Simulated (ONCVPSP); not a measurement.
# Pseudopotential generation for copper: ONCV, PBEsol

Aim: build the potential from the settings below, then test how well it stands in for the atom: other configurations, scattering, ghost states and the plane-wave cutoff that it needs.

The numbers are computed with ONCVPSP 4.0.1.1 (patched build) (PBEsol, scalar-relativistic, spin-unpolarised reference atom).

15 further runs of the same task are left out: 2 that didn't finish, 13 set aside as unsound or not needed.

## 1. Settings

The settings as typed:

| Item | Value |
| --- | --- |
| element | copper (Cu, Z = 29) |
| type | optimised norm-conserving Vanderbilt (ONCV) |
| frozen core | [Ne] |
| valence charge | 19 |
| reference configuration | 3s2 3p6 3d10 4s1 |
| partial waves | 3s+4s: rc 1.15 bohr, ncon 4, nbas 7, qcut 13.7 1/bohr, 2 projectors; 3p: rc 0.95 bohr, ncon 5, nbas 8, qcut 17.3 1/bohr, 2 projectors, debl 3.8 Ha; 3d: rc 1.10 bohr, ncon 4, nbas 9, qcut 12.4 1/bohr, 2 projectors, debl 2.1 Ha |
| local potential | polynomial inside 0.85 bohr (lpopt 2, dvloc0 1 Ha) |
| core correction | Teter function, fcfact 5.5, rcfact 1.1 |

The outer shells as boxes (Hund's rule for the drawing; the calculation is spin-unpolarised):

```
[Ne] core
3s [↑↓]
3p [↑↓][↑↓][↑↓]
3d [↑↓][↑↓][↑↓][↑↓][↑↓]
4s [↑ ]
```

## 2. Generation

Cu.dat reads:

```
# ATOM AND REFERENCE CONFIGURATION
# atsym  z   nc   nv     iexc    psfile
  Cu 29.00    3    4  -116133      upf
#
#   n    l    f
    1    0    2.00
    2    0    2.00
    2    1    6.00
    3    0    2.00
    3    1    6.00
    3    2   10.00
    4    0    1.00
#
# PSEUDOPOTENTIAL AND OPTIMIZATION
# lmax
    2
#
#   l,   rc,      ep,       ncon, nbas, qcut
    0    1.15    0.00    4    7   13.70
    1    0.95    0.00    5    8   17.30
    2    1.10    0.00    4    9   12.40
#
# LOCAL POTENTIAL
# lloc, lpopt,  rc(5),   dvloc0
    4    2    0.85    1.00
#
# VANDERBILT-KLEINMAN-BYLANDER PROJECTORs
# l, nproj, debl
    0    2    0.60
    1    2    3.80
    2    2    2.10
#
# MODEL CORE CHARGE
# icmod, fcfact, rcfact
    3    5.50    1.10
#
# LOG DERIVATIVE ANALYSIS
# epsh1, epsh2, depsh
   -6.00    5.00    0.04
#
# OUTPUT GRID
# rlmax, drl
    6.00    0.01
#
# TEST CONFIGURATIONS
# ncnf
    4
# nvcnf
#   n    l    f
    4
    3    0    2.00
    3    1    6.00
    3    2   10.00
    4    0    0.00
#
    4
    3    0    2.00
    3    1    6.00
    3    2    9.00
    4    0    0.00
#
    4
    3    0    2.00
    3    1    6.00
    3    2    8.00
    4    0    0.00
#
    4
    3    0    2.00
    3    1    6.00
    3    2    7.00
    4    0    0.00
#
```

Command:

```sh
oncvpsp.x < Cu.dat > Cu.out
```

Before running it: what results should come out? Wanted: cutoffs for 1 and 0.1 mHa per electron, occupied waves; bound ghosts; GHOST(+) flags; largest test error; largest phase difference near zero energy, channels read; rms error of d²Exc/dn², without and with the model core.

**Answer**, as computed:

| quantity | value |
| --- | --- |
| cutoffs for 1 and 0.1 mHa per electron, occupied waves | 94 Ha and 115 Ha |
| bound ghosts | none found |
| GHOST(+) flags | none at low energy |
| largest test error (AE − PS) | +2.7 meV, for 3s2 3p6 3d10 4s0 (2 tests unsolved) |
| largest phase difference near zero energy, channels read | 0.000 rad |
| rms error of d²Exc/dn², without and with the model core | 1.86 and 1.21 mHa |

In words: By total energies transferability is very good where solved: the largest error is 2.7 meV on 8.1 eV, for 3s2 3p6 3d10 4s0. Of the tests 2 gave no usable energy difference, which is a warning in itself. It counts as very hard, with 94 Ha needed at the looser tolerance. At the looser tolerance the 3p wave is the slowest; 3d needs 69 Ha. It is free of bound ghosts as far as tested. Near zero energy the phases of the channels with partial waves agree within 0.001 rad. These are tests on the free atom; a crystal test is still owed.
